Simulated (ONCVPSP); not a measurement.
**An ONCV potential for As, from input to tests**

Do these settings give a usable potential? It is generated, then checked for transferability, scattering, ghosts and hardness.

Program: ONCVPSP 4.0.1. Reference atom: LDA (Perdew-Zunger), scalar-relativistic, spherical and spin-unpolarised. All values are calculated.

**1. The design**

The settings as typed:

| Quantity | Value |
| --- | --- |
| element | arsenic (As, Z = 33) |
| type | optimised norm-conserving Vanderbilt (ONCV) |
| frozen core | [Ar] |
| valence charge | 15 |
| reference configuration | 3d10 4s2 4p3 |
| partial waves | 4s: rc 1.50 bohr, ncon 4, nbas 9, qcut 4.6 1/bohr, 1 projector; 4p: rc 1.45 bohr, ncon 4, nbas 7, qcut 5.6 1/bohr, 2 projectors, debl 0.7 Ha; 3d: rc 0.90 bohr, ncon 5, nbas 9, qcut 20.1 1/bohr, 2 projectors, debl 2.5 Ha; f scattering state at 0.1 Ha: rc 1.55 bohr, ncon 4, nbas 8, qcut 7.9 1/bohr, 2 projectors, debl 3.8 Ha |
| local potential | polynomial inside 0.60 bohr (lpopt 5, dvloc0 0 Ha) |
| core correction | not asked for |

The outer shells as boxes (Hund's rule for the drawing; the calculation is spin-unpolarised):

```
[Ar] core
3d [↑↓][↑↓][↑↓][↑↓][↑↓]
4s [↑↓]
4p [↑ ][↑ ][↑ ]
```

The nodes and maxima of the atom's own shells, from an earlier all-electron run, set the scale for the radii.

All-electron outer shells of the reference configuration (LDA (Perdew-Zunger), scalar-relativistic, ld1.x):

| shell | level (eV) | outermost node (bohr) | outermost maximum (bohr) |
| --- | --- | --- | --- |
| 3s | -189.50 | 0.25 | 0.52 |
| 3p | -133.41 | 0.22 | 0.52 |
| 3d | -40.89 | – | 0.47 |
| 4s | -14.70 | 0.73 | 1.61 |
| 4p | -5.35 | 0.78 | 1.97 |

**2. The generation run**

As.dat

```
# ATOM AND REFERENCE CONFIGURATION
# atsym  z   nc   nv     iexc    psfile
  As 33.00    5    3        3      upf
#
#   n    l    f
    1    0    2.00
    2    0    2.00
    2    1    6.00
    3    0    2.00
    3    1    6.00
    3    2   10.00
    4    0    2.00
    4    1    3.00
#
# PSEUDOPOTENTIAL AND OPTIMIZATION
# lmax
    3
#
#   l,   rc,      ep,       ncon, nbas, qcut
    0    1.50    0.00    4    9    4.60
    1    1.45    0.00    4    7    5.60
    2    0.90    0.00    5    9   20.10
    3    1.55    0.10    4    8    7.90
#
# LOCAL POTENTIAL
# lloc, lpopt,  rc(5),   dvloc0
    4    5    0.60    0.00
#
# VANDERBILT-KLEINMAN-BYLANDER PROJECTORs
# l, nproj, debl
    0    1    1.80
    1    2    0.70
    2    2    2.50
    3    2    3.80
#
# MODEL CORE CHARGE
# icmod, fcfact, rcfact
    0    0.00    0.00
#
# LOG DERIVATIVE ANALYSIS
# epsh1, epsh2, depsh
   -3.00    5.00    0.02
#
# OUTPUT GRID
# rlmax, drl
    6.00    0.01
#
# TEST CONFIGURATIONS
# ncnf
    4
# nvcnf
#   n    l    f
    3
    3    2   10.00
    4    0    2.00
    4    1    2.00
#
    3
    3    2   10.00
    4    0    2.00
    4    1    1.00
#
    3
    3    2   10.00
    4    0    2.00
    4    1    0.00
#
    3
    3    2   10.00
    4    0    1.00
    4    1    0.00
#
```

The run is started by

```bash
$ oncvpsp.x < As.dat > As.out
```

Q: Predict the outcome of this session. Wanted: cutoffs for 1 and 0.1 mHa per electron, occupied waves; bound ghosts; GHOST(+) flags; largest test error; largest phase difference near zero energy, channels read.

The runs gave:

```
                                                quantity                                             value
  cutoffs for 1 and 0.1 mHa per electron, occupied waves                                 153 Ha and 171 Ha
                                            bound ghosts  s at -512.81 eV, p at -284.57 eV, p at -97.77 eV
                                          GHOST(+) flags                                        f at 95 eV
                            largest test error (AE − PS)                         +67 meV, for 3d10 4s1 4p0
largest phase difference near zero energy, channels read                                         0.012 rad
```

**Reading.** A bound ghost (s, p) makes it unfit for use: electrons can fall into a state that the atom doesn't have. By total energies transferability is fair: the largest error is 67 meV on 106.6 eV, for 3d10 4s1 4p0. That test lies far up in energy; among those under 40 eV, nearer to bonding, the largest error is 2.7 meV. The potential is very hard: the looser tolerance needs 153 Ha. At the looser tolerance the 3d wave is the slowest; 4s needs 10 Ha. Near zero energy the phases of the channels with partial waves agree within 0.012 rad. The program also flags highly localised states, GHOST(+) (f).
